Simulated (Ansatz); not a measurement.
# CH₆N₂OSn: one species, many methods

One table from this session's results is given with a row withheld; the runs are named, their logs left out.

Method: functionals in def2-TZVPP, the program's frozen cores in correlated methods; program: Ansatz 0.2.0, Gaussian basis.

Plan: LDA (SPW92), PBE-D4, revPBE-D4, BLYP-D4, r2SCAN-D4, B97M-V, PBE0-D4, B3LYP-D4, r2SCANh-D4, r2SCAN0-D4, HSE06-D4, BHLYP-D4, CAM-B3LYP-D4, LC-ωPBE, ωB97X-V, ωB97M-V, B2PLYP, PBE-QIDH; CCSD(T)/def2-SVP; CCSD(T)/def2-TZVPP; MP2/def2-QZVPP; extrapolation to the limit; RPA on PBE.

## The geometry

The geometry comes from an earlier relaxation with PBE0-D4 in a triple-zeta def2 set; it is a stationary point, not always the lowest conformer. Sn takes the def2 core potential; no spin-orbit term is included.

11 atoms, charge 0, spin multiplicity 1.

Atoms are counted from 1 here; the program's logs count them from 0.

Bond lengths: N1–C2 1.337 Å, N1–H6 1.006 Å, N1–H7 1.019 Å, C2–N3 1.294 Å, C2–H8 1.091 Å, N3–Sn4 2.443 Å, N3–H9 1.021 Å, Sn4–O5 2.067 Å, Sn4–H10 1.791 Å, O5–H11 0.960 Å. Angles: C2–N1–H6 118.4°, C2–N1–H7 114.4°, H6–N1–H7 116.7°, N1–C2–N3 125.8°, N1–C2–H8 116.2°, N3–C2–H8 118.0°, C2–N3–Sn4 103.6°, C2–N3–H9 109.8°, Sn4–N3–H9 88.5°, N3–Sn4–O5 80.2°, N3–Sn4–H10 85.8°, O5–Sn4–H10 91.9°, Sn4–O5–H11 110.7°.

Set-up of the first run:

File in.yaml:

```yaml
crystal:
  periodic: [false, false, false]
  atoms:
    - {symbol: N, position_ang: [-0.257981, 0.576089, 1.550231]}
    - {symbol: C, position_ang: [0.909371, 0.237649, 0.993090]}
    - {symbol: N, position_ang: [1.099094, -0.743778, 0.170968]}
    - {symbol: Sn, position_ang: [0.548229, 0.217584, -2.006559]}
    - {symbol: O, position_ang: [-1.318192, 0.262158, -1.118795]}
    - {symbol: H, position_ang: [-0.306079, 1.432291, 2.075786]}
    - {symbol: H, position_ang: [-1.076307, 0.334133, 0.992528]}
    - {symbol: H, position_ang: [1.763481, 0.867403, 1.245806]}
    - {symbol: H, position_ang: [0.251440, -1.308369, 0.105931]}
    - {symbol: H, position_ang: [0.317060, -1.474296, -2.546369]}
    - {symbol: H, position_ang: [-1.864717, -0.457762, -1.442017]}
basis:
  gaussian: {orbitals: def2-TZVPP}
hamiltonian: {xc: lda}
output: {orbitals: {seedname: orbitals}}
```

Among the steps run: LDA; PBE-D4 (GGA); revPBE-D4 (GGA); BLYP-D4 (GGA); r2SCAN-D4 (meta-GGA); B97M-V (meta-GGA); PBE0-D4 (hybrid); B3LYP-D4 (hybrid); r2SCANh-D4 (hybrid); r2SCAN0-D4 (hybrid); HSE06-D4 (hybrid); BHLYP-D4 (hybrid); CAM-B3LYP-D4 (range-separated); LC-ωPBE (range-separated); ωB97X-V (range-separated); ωB97M-V (range-separated); B2PLYP (double hybrid); PBE-QIDH (double hybrid).

One of the session's tables, all rows but one given; the rest of the session is left out.

It belongs to the step «Frontier levels by functional». 

| functional | HOMO (eV) | gap (eV) |
| --- | --- | --- |
| LDA (SPW92) | -5.19 | 3.05 |
| PBE-D4 | -5.03 | 3.14 |
| revPBE-D4 | -4.97 | 3.17 |
| BLYP-D4 | -4.94 | 3.16 |
| r2SCAN-D4 | -5.26 | 3.55 |
| B97M-V | -5.19 | 3.53 |
| PBE0-D4 | -6.02 | 5.01 |
| B3LYP-D4 | -5.89 | 4.65 |
| r2SCANh-D4 | -5.63 | 4.26 |
| r2SCAN0-D4 | -6.18 | 5.29 |
| HSE06-D4 | ? | ? |
| BHLYP-D4 | -6.92 | 6.81 |
| CAM-B3LYP-D4 | -7.29 | 7.28 |
| LC-ωPBE | -8.47 | 9.55 |
| ωB97X-V | -8.19 | 9.19 |
| ωB97M-V | -8.11 | 8.92 |

**Question.** Estimate the row for HSE06-D4.

The run gave: HOMO (eV): -5.62; gap (eV): 4.25. In the column «HOMO (eV)» it lies between r2SCANh-D4 (-5.63) and r2SCAN-D4 (-5.26).
